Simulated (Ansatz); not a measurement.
The system is Co4Ge.

```
Ge Co
1.0
     1.31250    0.75777    9.86265
    -1.31250    0.75777    9.86265
     0.00000   -1.51554    9.86265
Ge Co
1 4
Direct
  0.00000 0.00000 0.00000
  0.59884 0.59884 0.59884
  0.20032 0.20032 0.20032
  0.79968 0.79968 0.79968
  0.40116 0.40116 0.40116
```

The cell comes from a database or a generator and needn't be the stable form of this composition.

Base run:

* Program: Ansatz 0.2.0
* Functional: BLYP
* Potentials or basis: Ansatz PAW
* Cutoff: 420 eV (not typed: the program's choice for these potentials)
* k mesh: 12 × 12 × 12
* Occupations: fermi-dirac, width 0.05 eV
* Spin: collinear spin, ferromagnetic start
* Starting moments: [0.0, 2.0, 2.0, 2.0, 2.0] μB

Its results: band gap on the k mesh none (metal or under the smearing width); pressure 9.0 GPa; net moment 5.82 μB per cell; site moments Ge -0.03; Co +1.30, +1.75 μB; largest force 0.098 eV/Å.

Q: The run is repeated on the same cell with these changes: functional from BLYP to PBE. What comes out?

A: Band gap on the k mesh none (metal or under the smearing width); pressure -0.1 GPa; net moment 5.91 μB per cell; site moments Ge -0.03; Co +1.33, +1.79 μB; largest force 0.083 eV/Å.

PBE binds more tightly than BLYP, so the same cell stands under less pressure.

Caveats: the PAW data sets come from PBE, with cores solved anew for the run's functional, which leaves a small shift of forces and pressure (some runs).
